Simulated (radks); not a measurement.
**O²⁺ with its nuclear charge varied continuously**

What is the energy between the elements? 6 electrons are held in [He] 2s2 2p2 while Z is changed in small steps.

Method: non-relativistic Kohn-Sham, BLYP, spin-polarised, spherical densities, point nucleus; open shells are filled with parallel spins first. Code: radks (a radial shooting solver on a logarithmic mesh, Libxc functionals) version 1.

## (1) Starting point

```
element       : oxygen (Z = 8)
charge        : +2
electrons     : 6
configuration : [He] 2s2 2p2
```

The outer shells:

O²⁺
```
[He] core
2s [↑↓]
2p [↑ ][↑ ][  ]
```

## (2) Z = 8

Input:

```text
Z 8
configuration [He] 2s2 2p2
relativity non-relativistic
functional b88,lyp
spin polarised
nucleus point
```

## (3) Z = 7

Input: that of step 2 with these lines changed.

```diff
@@ -1,2 +1,2 @@
-Z 8
+Z 7
 configuration [He] 2s2 2p2
```

## (4) Z = 7.5

Input: that of step 3 with these lines changed.

```diff
@@ -1,2 +1,2 @@
-Z 7
+Z 7.5
 configuration [He] 2s2 2p2
```

## (5) Z = 8.5

Input: that of step 4 with these lines changed.

```diff
@@ -1,2 +1,2 @@
-Z 7.5
+Z 8.5
 configuration [He] 2s2 2p2
```

## (6) Z = 9

Input: that of step 5 with these lines changed.

```diff
@@ -1,2 +1,2 @@
-Z 8.5
+Z 9
 configuration [He] 2s2 2p2
```

Q: Predict the outcome of this session. Wanted: for each run, Z; E; E(electron-nucleus)/Z; highest level; its energy; <r>.

As calculated:

```tsv
Z	E (hartree)	E(electron-nucleus)/Z (hartree)	highest level	its energy (eV)	<r> (bohr)
7	-54.05169	-17.7151	2p up	-21.920	1.249
7.5	-63.28532	-19.2192	2p up	-32.601	1.101
8	-73.27068	-20.7221	2p up	-45.031	0.9864
8.5	-84.00732	-22.2243	2p up	-59.196	0.8941
9	-95.49494	-23.7261	2p up	-75.087	0.8181
```

**Reading.** At Z = 8 the central difference of E is -20.722 hartree, against -20.722 from the Hellmann-Feynman theorem. The top level goes from -21.920 eV at Z = 7 to -75.087 eV at Z = 9.
